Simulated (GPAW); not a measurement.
Runs of GPAW 26.7.0 on InSb3. Symmetry: Pm-3m, No. 221, cubic system. Conventional cell: a = 4.806 Å, b = 4.806 Å, c = 4.806 Å, α = 90.00°, β = 90.00°, γ = 90.00°. Sb (site symmetry 4/mmm) has 8 Sb at 3.40 Å and 4 In at 3.40 Å as nearest neighbours. Around In (site symmetry m-3m) lie 12 Sb at 3.40 Å. The cell comes from a database or a generator and needn't be the stable form of this composition.

```csv
task,level,potentials or basis,cell,k mesh,cutoff (eV),ranks,maxiter,band path,band points,convergence,gap on the mesh (eV),pressure (GPa)
single point,PBEsol,"PAW data sets generated in the run's folder for this functional, pw","atoms moved at random, drawn with an rms of 0.05 Å",6 × 6 × 6,600,4,150,-,-,-,none,-2.9
single point,PBEsol,"PAW data sets generated in the run's folder for this functional, pw",as given,6 × 6 × 6,600,-,150,-,-,-,none,-3.0
band structure,PBEsol,"PAW data sets generated in the run's folder for this functional, pw",as given,6 × 6 × 6,600,-,150,"GXMGRX,MR",100,-,-,-3.0
single point,TB-mBJ,"GPAW PAW data sets for LDA (gpaw-data 1.2.1), pw",as given,6 × 6 × 6,600,-,150,-,-,-,none,-
single point,LDA,"the program's PAW data sets (release 1.2.1) made for this functional, pw",as given,5 × 5 × 5,450,-,120,-,-,default,none,-5.8
band structure,r2SCAN,"GPAW PAW data sets (gpaw-data 1.2.1), pw",as given,6 × 6 × 6,600,-,150,"GXMGRX,MR",100,-,-,(a)
```

Alike in all rows: no spin polarisation; smearing fermi-dirac 0.05 eV.

Fill in the values left out.

(a) -0.7.

Caveats: spin-orbit coupling is left out, which moves the levels of the heavy elements (some runs); the PAW data sets were made with another functional, which shifts forces and pressure a little (some runs); a model potential gives levels but no total energy (some runs); the cutoff is short for stress and forces, so pressures can be off by a GPa or more (some runs).

A k mesh can miss the band edges, and the runs leave out spin-orbit coupling on In, Sb.

A gap of «none» marks a metal or a gap under the smearing width.

Runs at the PBE level aren't shown here.
